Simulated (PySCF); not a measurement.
# C6H7B: electronic structure in real space

For C6H7B, the scripts below treat its π system by CASSCF and NEVPT2, probe its ring current by NICS and analyse its density (charges, bond critical points, surface potential).

Method: levels as typed in each script, gas phase, geometry from GFN2-xTB; program: PySCF 2.14.0.

## 1. Starting geometry

SMILES `Bc1ccccc1`, 14 atoms, charge 0, spin multiplicity 1.

Bond lengths: B1–C2 1.544 Å, B1–H8 1.170 Å, B1–H9 1.170 Å, C2–C3 1.403 Å, C2–C7 1.403 Å, C3–C4 1.382 Å, C3–H10 1.081 Å, C4–C5 1.386 Å, C4–H11 1.081 Å, C5–C6 1.386 Å, C5–H12 1.081 Å, C6–C7 1.382 Å, C6–H13 1.081 Å, C7–H14 1.081 Å. Angles: C2–B1–H8 120.1°, C2–B1–H9 120.1°, H8–B1–H9 119.8°, B1–C2–C3 121.6°, B1–C2–C7 121.6°, C3–C2–C7 116.9°, C2–C3–C4 121.7°, C2–C3–H10 118.9°, C4–C3–H10 119.4°, C3–C4–C5 120.0°, C3–C4–H11 120.2°, C5–C4–H11 119.9°, C4–C5–C6 119.7°, C4–C5–H12 120.1°, C6–C5–H12 120.1°, C5–C6–C7 120.0°, C5–C6–H13 119.9°, C7–C6–H13 120.2° and more.

Coordinates:

```xyz
14

B    -2.5586    0.0001    0.0000
C    -1.0144    0.0000    0.0000
C    -0.2802    1.1951    0.0000
C     1.1014    1.1987    0.0000
C     1.7971    0.0000    0.0000
C     1.1013   -1.1988    0.0000
C    -0.2802   -1.1951    0.0000
H    -3.1455   -1.0116    0.0000
H    -3.1454    1.0117    0.0000
H    -0.8135    2.1351    0.0000
H     1.6420    2.1347    0.0000
H     2.8778    0.0000    0.0000
H     1.6419   -2.1347    0.0000
H    -0.8136   -2.1351    0.0000
```

## 2. The π active space (def2-svp)

Contents of input.py:

```python
import numpy as np
from pyscf import gto, scf, dft, mcscf, mrpt
from pyscf.mcscf import avas

def solve(mol, dm0=None, hcore=None):
    mf = scf.ROHF(mol) if mol.spin else scf.RHF(mol)
    mf = mf.density_fit(auxbasis='def2-universal-jkfit')
    mf.conv_tol, mf.max_cycle = 1e-8, 80
    if hcore is not None:
        mf.get_hcore = lambda *args: hcore
    mf.kernel(dm0)
    if not mf.converged:
        mf = mf.newton().run(mf.mo_coeff, mf.mo_occ, max_cycle=30)
    assert mf.converged, 'SCF not converged'
    return mf

mol = gto.M(atom='''
B     -2.55860     0.00005     0.00000
C     -1.01442    -0.00004     0.00000
C     -0.28019     1.19512     0.00000
C      1.10135     1.19871     0.00000
C      1.79710     0.00002     0.00000
C      1.10130    -1.19876     0.00000
C     -0.28024    -1.19511     0.00000
H     -3.14547    -1.01160     0.00000
H     -3.14543     1.01174     0.00000
H     -0.81355     2.13511     0.00000
H      1.64199     2.13467     0.00000
H      2.87782    -0.00001     0.00000
H      1.64190    -2.13474     0.00000
H     -0.81364    -2.13508     0.00000
''', basis='def2-svp', charge=0, spin=0, verbose=4)
mf = solve(mol)
ncas, nel, orbs = avas.avas(mf, ['B 2pz', 'C 2pz'], threshold=0.5, openshell_option=3)
print('active space', nel, ncas)
assert 2 <= ncas <= 10, 'active space too large or empty'
mc = mcscf.CASSCF(mf, ncas, nel)
mc.natorb, mc.max_cycle_macro = True, 60
mc.fix_spin_(ss=mol.spin / 2 * (mol.spin / 2 + 1))
mc.kernel(orbs)
occ = mc.mo_occ[mc.ncore:mc.ncore + ncas]
print('natural occupations', occ.round(4))
e2 = mrpt.NEVPT(mc).kernel()
out = dict(c=mc.mo_coeff[:, mc.ncore:mc.ncore + ncas], occ=occ, e=mc.e_tot, e2=e2, ehf=mf.e_tot, ok=mc.converged, nel=nel, w0=abs(mc.ci).max() ** 2, dm=mc.make_rdm1())
# the other spin state at the same geometry
other = mol.copy().set(spin=2).build()
mo = scf.ROHF(other).density_fit(auxbasis='def2-universal-jkfit').run()
na = (nel + other.spin) // 2
m2 = mcscf.CASSCF(mo, ncas, (na, nel - na))
m2.natorb = True
m2.fix_spin_(ss=other.spin / 2 * (other.spin / 2 + 1))
m2.kernel(mc.mo_coeff)
e2o = mrpt.NEVPT(m2).kernel()
print('other state above this one / eV: CASSCF', (m2.e_tot - mc.e_tot) * 27.211386, 'NEVPT2', (m2.e_tot + e2o - mc.e_tot - e2) * 27.211386)
np.savez('result.npz', eo=m2.e_tot, e2o=e2o, oko=m2.converged, occo=m2.mo_occ[mc.ncore:mc.ncore + ncas], co=m2.mo_coeff[:, mc.ncore:mc.ncore + ncas], **out)
```

On the command line:

```
$ OMP_NUM_THREADS=1 python input.py
```

## 4. Ring currents (PBE/6-31g*)

Contents of input.py:

```python
import numpy as np
from pyscf import gto, scf, dft
from pyscf.prop import nmr
from pyscf.data import nist

def solve(mol, dm0=None, hcore=None):
    mf = (dft.UKS if mol.spin else dft.RKS)(mol, xc='pbe')
    mf.grids.level = 3
    mf.conv_tol, mf.max_cycle = 1e-8, 80
    if hcore is not None:
        mf.get_hcore = lambda *args: hcore
    mf.kernel(dm0)
    if not mf.converged:
        mf = mf.newton().run(mf.mo_coeff, mf.mo_occ, max_cycle=30)
    assert mf.converged, 'SCF not converged'
    return mf

mol = gto.M(atom='''
B     -2.55860     0.00005     0.00000
C     -1.01442    -0.00004     0.00000
C     -0.28019     1.19512     0.00000
C      1.10135     1.19871     0.00000
C      1.79710     0.00002     0.00000
C      1.10130    -1.19876     0.00000
C     -0.28024    -1.19511     0.00000
H     -3.14547    -1.01160     0.00000
H     -3.14543     1.01174     0.00000
H     -0.81355     2.13511     0.00000
H      1.64199     2.13467     0.00000
H      2.87782    -0.00001     0.00000
H      1.64190    -2.13474     0.00000
H     -0.81364    -2.13508     0.00000
''', basis='6-31g*', charge=0, spin=0, verbose=4)
mf = solve(mol)
vxc = nmr.rks.get_vxc_giao  # smaller grid blocks
nmr.rks.get_vxc_giao = lambda *a, **k: vxc(*a, **{**k, 'max_memory': 300})
calc = nmr.RKS(mf)
calc.cphf = True
nuclei = calc.kernel()
mo1 = calc.mo10
# ring centres and points 1 angstrom above and below them
points = np.array([
    [0.4041, -0.0000, 0.0000],
    [0.4041, -0.0000, 1.0000],
    [0.4041, -0.0000, -1.0000],
]) / nist.BOHR
mol.atom_coord = lambda i, unit='Bohr': points[i]
idx = range(len(points))
sigma = (calc.dia(shielding_nuc=idx) + calc.para(mo10=mo1, shielding_nuc=idx)[0]) * nist.ALPHA**2 * 1e6
for p, t in zip(points, sigma):
    print('NICS at %8.4f %8.4f %8.4f  %8.2f ppm' % (*(p * nist.BOHR), -t.trace() / 3))
occ = mf.mo_coeff[:, mf.mo_occ > 0]
dm1 = np.array([mf.mo_coeff @ (2 * x) @ occ.T for x in mo1])
np.savez('result.npz', sigma=sigma, nuclei=nuclei, dm0=mf.make_rdm1(), dm1=dm1, e=mf.e_tot, eps=mf.mo_energy, occ=mf.mo_occ)
```

## 6. Density, bond paths and surface potential (LDA (SVWN)/def2-svpd)

Contents of input.py:

```python
import numpy as np
from pyscf import gto, scf, dft
from pyscf.scf import atom_ks, atom_hf
from scipy.linalg import block_diag

def solve(mol, dm0=None, hcore=None):
    mf = (dft.UKS if mol.spin else dft.RKS)(mol, xc='svwn')
    mf.grids.level = 3
    mf = mf.density_fit(auxbasis='def2-universal-jkfit')
    mf.conv_tol, mf.max_cycle = 1e-8, 80
    if hcore is not None:
        mf.get_hcore = lambda *args: hcore
    mf.kernel(dm0)
    if not mf.converged:
        mf = mf.newton().run(mf.mo_coeff, mf.mo_occ, max_cycle=30)
    assert mf.converged, 'SCF not converged'
    return mf

mol = gto.M(atom='''
B     -2.55860     0.00005     0.00000
C     -1.01442    -0.00004     0.00000
C     -0.28019     1.19512     0.00000
C      1.10135     1.19871     0.00000
C      1.79710     0.00002     0.00000
C      1.10130    -1.19876     0.00000
C     -0.28024    -1.19511     0.00000
H     -3.14547    -1.01160     0.00000
H     -3.14543     1.01174     0.00000
H     -0.81355     2.13511     0.00000
H      1.64199     2.13467     0.00000
H      2.87782    -0.00001     0.00000
H      1.64190    -2.13474     0.00000
H     -0.81364    -2.13508     0.00000
''', basis='def2-svpd', charge=0, spin=0, verbose=4)
mf = solve(mol)
mf.analyze()
# spherically averaged free atoms, for the promolecule
atm = atom_ks.get_atm_nrks(mol, xc='svwn')
pro = block_diag(*[(atm[a[0]][2] * atm[a[0]][3]) @ atm[a[0]][2].T for a in mol._atom])
np.savez('result.npz', e=mf.e_tot, c=mf.mo_coeff, occ=mf.mo_occ, eps=mf.mo_energy, pro=pro, dip=mf.dip_moment(verbose=0), s2=mf.spin_square()[0])
```

(Steps that only read results are left out.)

Before running it: what results should come out? Wanted: triplet less singlet, CASSCF and NEVPT2; weight of the leading determinant; NICS(1)zz, 6-membered ring C2/C3/C4/C5/C6/C7; dipole moment; HOMO, LUMO.

**Answer**, as computed:

| quantity | value |
| --- | --- |
| triplet less singlet, CASSCF and NEVPT2 (def2-svp) | +3.63 and +3.94 eV |
| weight of the leading determinant | 0.89 |
| NICS(1)zz, 6-membered ring C2/C3/C4/C5/C6/C7 (PBE/6-31g*) | -26.6 ppm |
| dipole moment (LDA (SVWN)/def2-svpd) | 1.86 D |
| HOMO, LUMO (LDA (SVWN)/def2-svpd) | -6.87, -3.19 eV |

What this shows: The 6-membered ring C2/C3/C4/C5/C6/C7 is strongly diatropic (aromatic). At LDA (SVWN)/def2-svpd: The highest Hirshfeld charge is on B1 (+0.09 e), the lowest on C2 (−0.07 e). The geometry was not optimised at these levels.
